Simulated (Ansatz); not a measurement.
# BrFHInO: molecular dynamics

Purpose: to follow the molecule's vibrations and see whether its bonds hold. The start is relaxed first. Runs: 300 steps of 0.5 fs under a Langevin thermostat at 1000 K. SMILES of the start: [OH][In]([F])[Br].

Method: RHF/def2-SVP, in Ansatz 0.2.0.

**1. The structure to begin with**

Bond lengths: O1–In2 1.736 Å, In2–F3 1.485 Å, In2–Br4 2.193 Å, O1–H5 1.054 Å. Angles: O1–In2–F3 86.8°, O1–In2–Br4 130.3°, F3–In2–Br4 142.9°, In2–O1–H5 100.0°.

Structure file:

```xyz
5

O     0.4626    1.0799    0.5140
In    0.0577   -0.5352    0.0231
F     1.2566   -0.9758    0.7800
Br   -1.6241   -1.2738   -1.1742
H    -0.1028    1.6312   -0.1844
```

**2. Preparing the start**

Contents of input.yaml:

```yaml
crystal:
  periodic: [false, false, false]
  atoms:
    - { symbol: O, position_ang: [0.4626, 1.0799, 0.514] }
    - { symbol: In, position_ang: [0.0577, -0.5352, 0.0231] }
    - { symbol: F, position_ang: [1.2566, -0.9758, 0.78] }
    - { symbol: Br, position_ang: [-1.6241, -1.2738, -1.1742] }
    - { symbol: H, position_ang: [-0.1028, 1.6312, -0.1844] }
basis:
  gaussian: { orbitals: def2-SVP }
hamiltonian:
  xc: hf
relax:
  f_tol: 0.02
  max_steps: 40
scf:
  lower_state_search: "off"
```

On the command line:

```bash
ansatz run input.yaml --threads 1 --pin off --max-ram 2048MiB --backend cpu --events-out ev --progress --plain --runs-dir out
```

After this run come: Dynamics.

Before running it: what results should come out? Wanted: relaxation of the start; temperature, first and last step; temperature, second half; potential energy, second half; bonds formed or broken.

As calculated:

```
                        quantity                           value
         relaxation of the start         7 moves, 9.140 eV lower
                          length             300 steps of 0.5 fs
temperature, first and last step                  800 and 1710 K
        temperature, second half  mean 925 K, from 354 to 1775 K
   potential energy, second half     +62 meV/atom from the start
          bonds formed or broken                               0
```

In words: Against a set 1000 K the second half averages 925 K, going from 954 to 1710 K over that half. The bonding pattern survives the run. 150 fs on 5 atoms is far too short and small for converged averages. The nuclei move classically, without zero-point motion, which matters most for hydrogen.
